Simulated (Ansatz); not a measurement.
**triplet GeH4O2: levels of theory compared**

We compute a comparison of 6 runs (UHF/STO-3G, UHF/cc-pVDZ, U-r2SCAN/cc-pVDZ, UHSE06/cc-pVDZ, UBCCD(T)/cc-pVDZ, UCCSD/cc-pVDZ) of triplet GeH4O2. 

Program for the calculation: Ansatz 0.2.0.

53 further runs of the same task are left out: 53 set aside as unsound or not needed.

## 1. Starting point

GeH4O2: 7 atoms, total charge 0, spin state triplet. As SMILES of the parent species, `[OH][GeH2][OH]`. The coordinates come from a PBE0-D4/def2-TZVP relaxation. This is one conformer, not always the lowest. That shape belongs to the parent species and isn't relaxed for this state.

Bond lengths: O1–Ge2 1.776 Å, Ge2–O3 1.773 Å, O1–H4 0.959 Å, Ge2–H5 1.543 Å, Ge2–H6 1.525 Å, O3–H7 0.959 Å. Angles: O1–Ge2–O3 110.8°, O1–Ge2–H5 108.6°, O1–Ge2–H6 106.6°, O3–Ge2–H5 109.7°, O3–Ge2–H6 104.9°, Ge2–O1–H4 113.3°, Ge2–O3–H7 113.6°, H5–Ge2–H6 116.1°.

## 2. The energy at UHF/STO-3G (run 1)

run.yaml

```yaml
basis:
  gaussian: {orbitals: STO-3G}
crystal:
  periodic: [false, false, false]
  atoms:
    - {symbol: O, position_ang: [-1.491300, -0.416000, -0.173900]}
    - {symbol: Ge, position_ang: [0.023500, 0.377000, 0.305300]}
    - {symbol: O, position_ang: [1.347400, -0.798900, 0.400600]}
    - {symbol: H, position_ang: [-1.634900, -0.418700, -1.122100]}
    - {symbol: H, position_ang: [0.363400, 1.460500, -0.739100]}
    - {symbol: H, position_ang: [-0.172500, 0.863100, 1.737300]}
    - {symbol: H, position_ang: [1.625600, -1.135200, -0.453800]}
magnetization: {spin_polarized: true, initial_magnetization: 2}
hamiltonian: {xc: hf}
accuracy: high
output: {orbitals: {seedname: orbitals}}
```

Command:

```
ansatz run run.yaml --threads 1 --pin off --max-ram 3480MiB --events-out events.jsonl --progress --plain --runs-dir runs
```

The program printed:

```text
Warning: RAYON_NUM_THREADS=1 ignored (pool sized by the plan → 1); use --threads N
Functional definition: HF
  name "HF"
  exchange = exact_x
  correlation = 0
545 factors; integrals over basis functions are off by at most 4.9e-9 eV
mean field evaluation 1: about -59900.8450 eV, gradient 1.6e1 eV
mean field evaluation 2: about -59901.0298 eV, gradient 1.6e1 eV
mean field evaluation 4: about -59903.9496 eV, gradient 4.3e0 eV
mean field evaluation 8: about -59905.5312 eV, gradient 1.1e0 eV
mean field evaluation 16: about -59905.6281 eV, gradient 1.1e-4 eV
mean field evaluation 32: about -59904.3581 eV, gradient 8.5e-1 eV
mean field evaluation 64: about -59905.1312 eV, gradient 3.1e0 eV
mean field evaluation 96: about -59904.8295 eV, gradient 2.8e0 eV
mean field -59905.62814569 eV, -2201.4912288609 hartree, gradient 1.4e-8 eV, S^2 2.004113; 1 other end points of the search recorded, 0 dependent functions left out
reference -59905.62814569 eV, -2201.4912288609 hartree; 27, 25 occupied and 5, 7 virtual orbitals, 545 factors
Total energy: -59905.62814569 eV, -2201.4912288609 hartree
```

It took 0.82 s on 1 thread of Arm Neoverse V2, shared host.

## 3. The energy at UHF/cc-pVDZ (run 2)

run.yaml

```yaml
basis:
  gaussian:
    orbitals: cc-pVDZ
crystal:
  periodic: [false, false, false]
  atoms:
    - symbol: O
      position_ang: [-1.491300, -0.416000, -0.173900]
    - symbol: Ge
      position_ang: [0.023500, 0.377000, 0.305300]
    - symbol: O
      position_ang: [1.347400, -0.798900, 0.400600]
    - symbol: H
      position_ang: [-1.634900, -0.418700, -1.122100]
    - symbol: H
      position_ang: [0.363400, 1.460500, -0.739100]
    - symbol: H
      position_ang: [-0.172500, 0.863100, 1.737300]
    - symbol: H
      position_ang: [1.625600, -1.135200, -0.453800]
hamiltonian:
  xc: hf
accuracy: high
magnetization:
  spin_polarized: true
  initial_magnetization: 2
output:
  orbitals: {seedname: orbitals}
```

Command:

```
ansatz run run.yaml --threads 1 --pin off --max-ram 3480MiB --events-out events.jsonl --progress --plain --runs-dir runs
```

The program printed, cut to the lines that bear on the results:

```text
Warning: RAYON_NUM_THREADS=1 ignored (pool sized by the plan → 1); use --threads N
Functional definition: HF
  name "HF"
[...]
1673 factors; integrals over basis functions are off by at most 4.6e-9 eV
[...]
mean field -60604.75228762 eV, -2227.1835671934 hartree, gradient 2.8e-8 eV, S^2 2.007592; 2 other end points of the search recorded, 0 dependent functions left out
reference -60604.75228762 eV, -2227.1835671934 hartree; 27, 25 occupied and 48, 50 virtual orbitals, 1673 factors
Total energy: -60604.75228762 eV, -2227.1835671934 hartree
```

Run time: 12 s. Hardware: 1 thread of Arm Neoverse V2, shared host; peak memory 0.27 GiB.

Runs 3 to 5 aren't shown in full; the table further down has their settings and results.

## 4. A single-point energy at UCCSD/cc-pVDZ (run 6)

job.yaml

```yaml
crystal:
  periodic: [false, false, false]
  atoms:
    - symbol: O
      position_ang: [-1.491300, -0.416000, -0.173900]
    - symbol: Ge
      position_ang: [0.023500, 0.377000, 0.305300]
    - symbol: O
      position_ang: [1.347400, -0.798900, 0.400600]
    - symbol: H
      position_ang: [-1.634900, -0.418700, -1.122100]
    - symbol: H
      position_ang: [0.363400, 1.460500, -0.739100]
    - symbol: H
      position_ang: [-0.172500, 0.863100, 1.737300]
    - symbol: H
      position_ang: [1.625600, -1.135200, -0.453800]
basis:
  gaussian:
    orbitals: cc-pVDZ
magnetization:
  spin_polarized: true
  initial_magnetization: 2
correlation:
  method: ccsd
  frozen_orbitals: {Ge: 9, H: 0, O: 1}
accuracy: high
scf:
  omitted_lower_state_checks: [cluster_reference, increment]
```

Command:

```
ansatz run job.yaml --threads 1 --pin off --max-ram 3480MiB --events-out events.jsonl --progress --plain --runs-dir runs
```

The program printed, cut to the lines that bear on the results:

```text
Warning: RAYON_NUM_THREADS=1 ignored (pool sized by the plan → 1); use --threads N
Functional definition: HF
  name "HF"
[...]
1673 factors; integrals over basis functions are off by at most 4.6e-9 eV
[...]
mean field -60604.75228762 eV, -2227.1835671934 hartree, gradient 2.8e-8 eV, S^2 2.007592; 8 other end points of the search recorded, 0 dependent functions left out
11 core orbitals not correlated: weight in the atoms' cores, before any rotation towards them, 1.000 or more for the frozen orbitals, at most 0.000 for the correlated occupied ones
reference -60604.75228762 eV, -2227.1835671934 hartree; 16, 14 occupied and 48, 50 virtual orbitals, 1673 factors
second order -12.57091154 eV of doubles, -0.00000000 eV of singles
cycle   1  -13.03811879 eV  change   -4.7e-1 eV  update   9.2e-2
[...]
cycle  39  -13.53453890 eV  change   5.7e-10 eV  update   3.5e-9
Total energy: -60618.28682652 eV, -2227.6809523241 hartree
Checks for a lower state left out: cluster_reference, increment
```

It took 73 s on 1 thread of Arm Neoverse V2, shared host; peak memory 0.61 GiB.

## 5. Overview of the runs

| run | level | frozen core orbitals | energy (Eh) | HOMO energy (eV) | ⟨S²⟩ | wall time |
| --- | --- | --- | --- | --- | --- | --- |
| 1 | UHF/STO-3G | – | -2201.491229 | 0.60 | 2.004 | 0.82 s |
| 2 | UHF/cc-pVDZ | – | -2227.183567 | -3.85 | 2.008 | 12 s |
| 3 | U-r2SCAN/cc-pVDZ | – | -2229.524308 | -1.15 | 2.007 | 51 s |
| 4 | UHSE06/cc-pVDZ | – | -2229.172741 | -1.51 | 2.008 | 39 s |
| 5 | UBCCD(T)/cc-pVDZ | 11 | -2227.693670 | – | 2.008 | 97 s |
| 6 | UCCSD/cc-pVDZ | 11 | -2227.680952 | – | 2.008 | 73 s |

## 6. Results

```
                                           quantity           value
                                run 6: total energy  -2227.68095 Eh
run 6: correlation energy (11 core orbitals frozen)      -497.4 mEh
           run 6: ⟨S²⟩ of the reference determinant           2.008
                               run 6: T1 diagnostic           0.023
```

Below the UHF energy at the same shape and in the same basis (cc-pVDZ): UBCCD(T) -510.1 mEh; UCCSD -497.4 mEh. Totals of different functionals can't be ranked against each other. In run 1 the basis is minimal, so the values are rough. All runs together took 4.5 min, the longest 97 s.
